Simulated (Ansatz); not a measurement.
# LaNb4O: the cost of one run

Method: DFT PBE, scalar-relativistic, plane waves, PAW, in Ansatz 0.2.0.

1 further run of the same task is left out (set aside as unsound or not needed).

**1. The system as given**

Symmetry: F-43m, No. 216, cubic system. Conventional cell: a = 7.223 Å, b = 7.223 Å, c = 7.223 Å, α = 90.00°, β = 90.00°, γ = 90.00°. La (site symmetry -43m) has 12 Nb at 2.99 Å and 4 O at 3.13 Å as nearest neighbours. Nb (site symmetry 3m) is surrounded by 6 Nb at 2.55 to 2.56 Å and 3 O at 2.99 Å. O (site symmetry -43m) is surrounded by 12 Nb at 2.99 Å and 4 La at 3.13 Å.

Coordinates:

```cif
data_structure
_symmetry_space_group_name_H-M 'P 1'
_symmetry_Int_Tables_number 1
_cell_length_a 5.1077
_cell_length_b 5.1077
_cell_length_c 5.1077
_cell_angle_alpha 60.000
_cell_angle_beta 60.000
_cell_angle_gamma 60.000
_cell_volume 94.23
loop_
_atom_site_label
_atom_site_type_symbol
_atom_site_fract_x
_atom_site_fract_y
_atom_site_fract_z
_atom_site_occupancy
La1 La 0.75000 0.75000 0.75000 1
Nb1 Nb 0.37486 0.37486 0.87541 1
Nb2 Nb 0.87541 0.37486 0.37486 1
Nb3 Nb 0.37486 0.37486 0.37486 1
Nb4 Nb 0.37486 0.87541 0.37486 1
O1 O 0.00000 0.00000 0.00000 1
```

A structure generator made this guess: species swapped into a database cell of TmInCu4 (F-43m, No. 216), with La on the Tm sites, O on the In sites and Nb on the Cu sites. The dimensions are guesses.

**2. The guess as it stands, on a coarse mesh**

Input file input.yaml:

```yaml
crystal:
  lattice:
    - [0.0, 3.61171352, 3.61171352]
    - [3.61171352, 0.0, 3.61171352]
    - [3.61171352, 3.61171352, 0.0]
  atoms:
    - { symbol: La, position: [0.75, 0.75, 0.75] }
    - { symbol: Nb, position: [0.37486205, 0.37486205, 0.87541384] }
    - { symbol: Nb, position: [0.87541384, 0.37486205, 0.37486205] }
    - { symbol: Nb, position: [0.37486205, 0.37486205, 0.37486205] }
    - { symbol: Nb, position: [0.37486205, 0.87541384, 0.37486205] }
    - { symbol: O, position: [0.0, 0.0, 0.0] }
basis:
  ecutwfc: 420
kpoints:
  mp_grid: { grid: [4, 4, 4] }
hamiltonian:
  xc: pbe
scf:
  occupations: { method: gaussian, width: 0.1 }
  lower_state_search: "off"
output:
  forces: true
  stress: true
  eigenvalues: true
```

The run is started by

```sh
ansatz run input.yaml --threads 1 --pin off --max-ram 2560MiB --backend cpu --events-out ev --progress --plain --runs-dir out
```

What time and memory should one allow on 1 thread of Arm Neoverse V2, shared host?

About 2.6 s, with a peak of 0.33 GiB.
